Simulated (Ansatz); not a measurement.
# GeNH2 (quartet): the correlation ladder at distance Ge1–N2 = 2.061 Å, cc-pVDZ

How much of the correlation energy of GeNH2 (quartet) does each wave-function method recover here?

Method: cc-pVDZ, core rule «outside noble gas», up to 15 orbitals frozen; program: Ansatz 0.2.0, Gaussian basis.

The runs, in order: UHF; CCSD(T) on ROHF; CCSD(T) on UHF; BCCD(T) on ROHF; CISD; CCSDT(Q) on ROHF; CCSDT(Q) on UHF; CASSCF and MRCISD+Q, 5 electrons in 5 orbitals; CASSCF and NEVPT2, 5 electrons in 5 orbitals; CASSCF and MRCISD+Q, 11 electrons in 10 orbitals; CASSCF and NEVPT2, 11 electrons in 10 orbitals.

31 further runs of the same task are left out: 6 for a known fault of the program, 18 that didn't finish, 7 set aside as unsound or not needed.

**1. The geometry**

The geometry derives from a PBE0/def2-TZVP stationary point (not a proven minimum). One bond is set to the value named and the two fragments are kept rigid. No spin-orbit coupling is included. The filled d shell of Ge may be among the frozen orbitals whatever the setting's name suggests; the logs give the count.

4 atoms, charge 0, spin multiplicity 4.

Atoms are counted from 1 here; the program's logs count them from 0.

Bond lengths: Ge1–N2 2.061 Å, N2–H3 1.021 Å, N2–H4 1.021 Å. Angles: Ge1–N2–H3 125.6°, Ge1–N2–H4 125.6°, H3–N2–H4 108.9°.

As a file:

```xyz
4
GeH2N
Ge    0.0000    0.0000    0.3860
N     0.0000    0.0000   -1.6750
H     0.0000    0.8309   -2.2690
H     0.0000   -0.8309   -2.2690
```

**2. UHF**

The input, in.yaml:

```yaml
crystal:
  periodic: [false, false, false]
  atoms:
    - {symbol: Ge, position_ang: [0.000000, 0.000000, 0.385955]}
    - {symbol: N, position_ang: [0.000000, 0.000000, -1.675045]}
    - {symbol: H, position_ang: [0.000000, 0.830871, -2.268961]}
    - {symbol: H, position_ang: [0.000000, -0.830871, -2.268961]}
basis:
  gaussian: {orbitals: cc-pVDZ}
magnetization: {spin_polarized: true, initial_magnetization: 3}
hamiltonian: {xc: hf}
output: {orbitals: {seedname: orbitals}}
```

Run with:

```sh
ansatz run in.yaml --threads 1 --pin off --events-out ev --progress --plain --max-ram 2393MiB
```

After this run come: CCSD(T) on ROHF; CCSD(T) on UHF; BCCD(T) on ROHF; CISD; CCSDT(Q) on ROHF; CCSDT(Q) on UHF; CASSCF and MRCISD+Q, 5 electrons in 5 orbitals; CASSCF and NEVPT2, 5 electrons in 5 orbitals; CASSCF and MRCISD+Q, 11 electrons in 10 orbitals; CASSCF and NEVPT2, 11 electrons in 10 orbitals.

Before running them: what should the planned runs give, taken together? Wanted: UCCSDT(Q) below the RHF energy; RMP2 from UCCSDT(Q); UMP2 from UCCSDT(Q); RCCSD from UCCSDT(Q); RCCSD(T) from UCCSDT(Q); UCCSD(T) from UCCSDT(Q); RCCSDT(Q) from UCCSDT(Q); MRCISD+Q pair from UCCSDT(Q); NEVPT2 valence from UCCSDT(Q).

**Answer**, as computed:

| quantity | value |
| --- | --- |
| UCCSDT(Q) below the RHF energy | -6.4627 eV |
| RMP2 from UCCSDT(Q) | +23.70 kcal/mol |
| UMP2 from UCCSDT(Q) | +24.03 kcal/mol |
| RCCSD from UCCSDT(Q) | +3.85 kcal/mol |
| RCCSD(T) from UCCSDT(Q) | +0.89 kcal/mol |
| UCCSD(T) from UCCSDT(Q) | +0.70 kcal/mol |
| RCCSDT(Q) from UCCSDT(Q) | +0.20 kcal/mol |
| MRCISD+Q pair from UCCSDT(Q) | +0.84 kcal/mol |
| NEVPT2 valence from UCCSDT(Q) | +24.98 kcal/mol |
| MRCISD+Q valence from UCCSDT(Q) | +0.72 kcal/mol |
| levels within 1 kcal/mol (43 meV) | RCCSD(T), UCCSD(T), BCCD(T), RCCSDT, UCCSDT, RCCSDT(Q), MRCISD+Q pair, MRCISD+Q valence |
| T1 diagnostic | 0.018 |
| effectively unpaired electrons | 3.01 |

**Reading.** RCCSD(T) lands +0.89 kcal/mol from the yardstick (0.6 % of the correlation energy). One determinant dominates. Of the multireference levels listed MRCISD+Q valence comes nearest in total energy (+0.72 kcal/mol), which doesn't show that its space is the better one. These misses are within one basis, not against nature; the frozen cores of restricted and unrestricted runs differ, which can shift their rows.
